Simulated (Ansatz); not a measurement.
# C₄H₇Al: one species, many methods

The task here is to estimate one member of a computed series from the others.

Method: functionals in def2-TZVPP, the program's frozen cores in correlated methods; program: Ansatz 0.2.0, Gaussian basis.

Levels to be run: PBE-D4, r2SCAN-D4, PBE0-D4, B3LYP-D4, ωB97X-V, ωB97M-V, B2PLYP; CCSD(T)/def2-TZVPP; MP2/def2-QZVPP; extrapolation to the limit.

## The geometry

An earlier PBE0-D4 in a triple-zeta def2 set relaxation fixed the geometry.

12 atoms, charge 0, spin multiplicity 1.

Atoms are counted from 1 here; the program's logs count them from 0.

Bond lengths: C1–C2 1.211 Å, C1–H6 1.067 Å, C2–Al3 1.913 Å, Al3–C4 1.952 Å, Al3–H7 1.585 Å, C4–C5 1.528 Å, C4–H8 1.099 Å, C4–H9 1.099 Å, C5–H10 1.093 Å, C5–H11 1.093 Å, C5–H12 1.094 Å. Angles: C2–C1–H6 179.7°, C1–C2–Al3 178.8°, C2–Al3–C4 119.3°, C2–Al3–H7 118.1°, C4–Al3–H7 122.6°, Al3–C4–C5 116.5°, Al3–C4–H8 107.3°, Al3–C4–H9 107.3°, C5–C4–H8 110.5°, C5–C4–H9 110.5°, H8–C4–H9 104.0°, C4–C5–H10 111.6°, C4–C5–H11 111.6°, C4–C5–H12 112.0°, H10–C5–H11 106.5°, H10–C5–H12 107.4°, H11–C5–H12 107.4°.

Set-up of the first run:

The input, in.yaml:

```yaml
crystal:
  periodic: [false, false, false]
  atoms:
    - {symbol: C, position_ang: [-0.666738, 2.903413, 0.684035]}
    - {symbol: C, position_ang: [-0.203485, 1.817232, 0.954066]}
    - {symbol: Al, position_ang: [0.515744, 0.087907, 1.344097]}
    - {symbol: C, position_ang: [0.425587, -1.312171, -0.013665]}
    - {symbol: C, position_ang: [-0.230855, -0.934387, -1.340453]}
    - {symbol: H, position_ang: [-1.073181, 3.861660, 0.450549]}
    - {symbol: H, position_ang: [1.165067, -0.146969, 2.770428]}
    - {symbol: H, position_ang: [-0.087609, -2.172594, 0.437584]}
    - {symbol: H, position_ang: [1.450299, -1.671857, -0.180770]}
    - {symbol: H, position_ang: [0.290050, -0.105239, -1.825733]}
    - {symbol: H, position_ang: [-1.265433, -0.611380, -1.200299]}
    - {symbol: H, position_ang: [-0.242345, -1.770714, -2.045838]}
basis:
  gaussian: {orbitals: def2-TZVPP}
hamiltonian: {xc: pbe, dispersion: d4}
output: {forces: true, orbitals: {seedname: orbitals}}
```

Launch:

```sh
ansatz run in.yaml --threads 4 --pin off --events-out ev --progress --plain --max-ram 10444MiB
```

Steps of the session up to this table: PBE-D4 (GGA); r2SCAN-D4 (meta-GGA); PBE0-D4 (hybrid); B3LYP-D4 (hybrid); ωB97X-V (range-separated); ωB97M-V (range-separated); B2PLYP (double hybrid); CCSD(T) in def2-TZVPP; MP2 in def2-QZVPP.

One of the session's tables, all rows but one given; the rest of the session is left out.

| method | atomisation energy (kcal/mol) |
| --- | --- |
| PBE-D4 | 1134.7 |
| r2SCAN-D4 | 1118.3 |
| PBE0-D4 | 1118.9 |
| B3LYP-D4 | 1115.3 |
| ωB97X-V | 1114.9 |
| ωB97M-V | 1118.2 |
| B2PLYP | 1106.8 |
| HF/def2-TZVPP | 838.4 |
| MP2/def2-TZVPP | 1107.5 |
| CCSD/def2-TZVPP | 1074.0 |
| CCSD(T)/def2-TZVPP | ? |
| MP2/CBS | 1133.0 |
| CCSD(T)/CBS | 1115.5 |

**Question.** Estimate the row for CCSD(T)/def2-TZVPP.

The run gave: atomisation energy (kcal/mol): 1090.0. In the column «atomisation energy (kcal/mol)» it lies between CCSD/def2-TZVPP (1074.0) and B2PLYP (1106.8).
